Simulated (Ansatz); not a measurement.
# C3H2BrF: up Jacob's ladder to CCSD(T)

The task here is to estimate one member of a computed series from the others.

Method: functionals in def2-TZVPP, the program's frozen cores in correlated methods; program: Ansatz 0.2.0, Gaussian basis.

Plan: PBE-D4, r2SCAN-D4, PBE0-D4, B3LYP-D4, ωB97X-V, ωB97M-V, B2PLYP; CCSD(T)/def2-TZVPP; MP2/def2-QZVPP; extrapolation to the limit.

### The relaxed structure

All runs share one geometry, relaxed beforehand with PBE0-D4 in a triple-zeta def2 set.

SMILES `FC1(Br)C=C1`, 7 atoms, charge 0, spin multiplicity 1.

Atoms are counted from 1 here; the program's logs count them from 0.

Bond lengths: F1–C2 1.364 Å, C2–Br3 1.937 Å, C2–C4 1.442 Å, C2–C5 1.442 Å, C4–C5 1.306 Å, C4–H6 1.078 Å, C5–H7 1.078 Å. Angles: F1–C2–Br3 107.2°, F1–C2–C4 121.0°, F1–C2–C5 121.0°, Br3–C2–C4 122.9°, Br3–C2–C5 122.9°, C4–C2–C5 53.9°, C2–C4–C5 63.1°, C2–C4–H6 147.2°, C5–C4–H6 149.7°, C2–C5–C4 63.1°, C2–C5–H7 147.2°, C4–C5–H7 149.7°.

Set-up of the first run:

The input, in.yaml:

```yaml
crystal:
  periodic: [false, false, false]
  atoms:
    - {symbol: F, position_ang: [0.191445, -1.602410, 0.867312]}
    - {symbol: C, position_ang: [-0.228053, -0.566593, 0.085908]}
    - {symbol: Br, position_ang: [-1.854136, -1.137126, -0.799632]}
    - {symbol: C, position_ang: [0.012969, 0.800867, 0.474408]}
    - {symbol: C, position_ang: [0.718724, 0.335390, -0.521547]}
    - {symbol: H, position_ang: [-0.245348, 1.615169, 1.131245]}
    - {symbol: H, position_ang: [1.465699, 0.486603, -1.283393]}
basis:
  gaussian: {orbitals: def2-TZVPP}
hamiltonian: {xc: pbe, dispersion: d4}
output: {forces: true, orbitals: {seedname: orbitals}}
```

On the command line:

```console
ansatz run in.yaml --threads 4 --pin off --events-out ev --progress --plain --max-ram 10444MiB
```

Steps of the session up to this table: PBE-D4 (GGA); r2SCAN-D4 (meta-GGA); PBE0-D4 (hybrid); B3LYP-D4 (hybrid); ωB97X-V (range-separated); ωB97M-V (range-separated); B2PLYP (double hybrid); CCSD(T) in def2-TZVPP; MP2 in def2-QZVPP.

One of the session's tables, all rows but one given; the rest of the session is left out.

```
            method  atomisation energy (kJ/mol)
            PBE-D4                       2931.1
         r2SCAN-D4                       2811.3
           PBE0-D4                       2835.3
          B3LYP-D4                       2768.3
           ωB97X-V                            ?
           ωB97M-V                       2787.3
            B2PLYP                       2746.7
     HF/def2-TZVPP                       1890.0
    MP2/def2-TZVPP                       2805.3
   CCSD/def2-TZVPP                       2618.7
CCSD(T)/def2-TZVPP                       2687.4
           MP2/CBS                       2891.7
       CCSD(T)/CBS                       2773.9
```

Estimate the missing values for ωB97X-V.

The run gave: atomisation energy (kJ/mol): 2786.0. In the column «atomisation energy (kJ/mol)» it lies between CCSD(T)/CBS (2773.9) and ωB97M-V (2787.3).

Caveats from the session: Free atoms (1 F, 3 C, 1 Br, 2 H) were run apart at each level; the atomisation energy is their sum less the molecule, without zero-point or spin-orbit terms.
